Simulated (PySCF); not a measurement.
Runs of PySCF 2.14.0 on FSiGeH5. The cell holds a molecule in a box, 8 atoms: a = 13.000 Å, b = 13.000 Å, c = 14.000 Å, α = 90.00°, β = 90.00°, γ = 90.00°. 

```csv
task,level,frozen core bands,conv_tol,exxdiv,grid for exchange and correlation,three-centre integrals,gap on the mesh (eV)
atomic charges,CAM-B3LYP,-,1e-07 Ha,ewald,"Becke, atom-centred",read from an earlier run's file,10.54
atomic charges,PBE,-,1e-07 Ha,-,"Becke, atom-centred",-,6.02
atomic charges,B3PW91+D3(BJ),-,1e-07 Ha,ewald,"Becke, atom-centred",read from an earlier run's file,(b)
atomic charges,B3LYP5+D3(BJM),-,1e-07 Ha,ewald,"Becke, atom-centred",read from an earlier run's file,7.73
MP2 correlation energy,HF,15,1e-08 Ha,ewald,-,read from an earlier run's file,14.31
atomic charges,N12,-,1e-07 Ha,-,"Becke, atom-centred",read from an earlier run's file,(a)
```

Alike in all rows: potentials or basis def2-svp (all-electron); no spin polarisation; cell as given; k mesh 1 × 1 × 1; smearing fixed.

Fill in the values left out.

(a) 6.13; (b) 7.78.

Caveats: this is a molecule in a periodic box at the Γ point, so its band gap is the HOMO-LUMO gap; relativity is left out, which matters for the heavier elements; the basis of atomic orbitals isn't converged, which shifts pressures, moduli and gaps; the basis is small and the box finite, so much correlation energy is missing and levels can be off by tenths of an eV (some runs).

A k mesh can miss the band edges, and the runs leave out spin-orbit coupling on Ge.
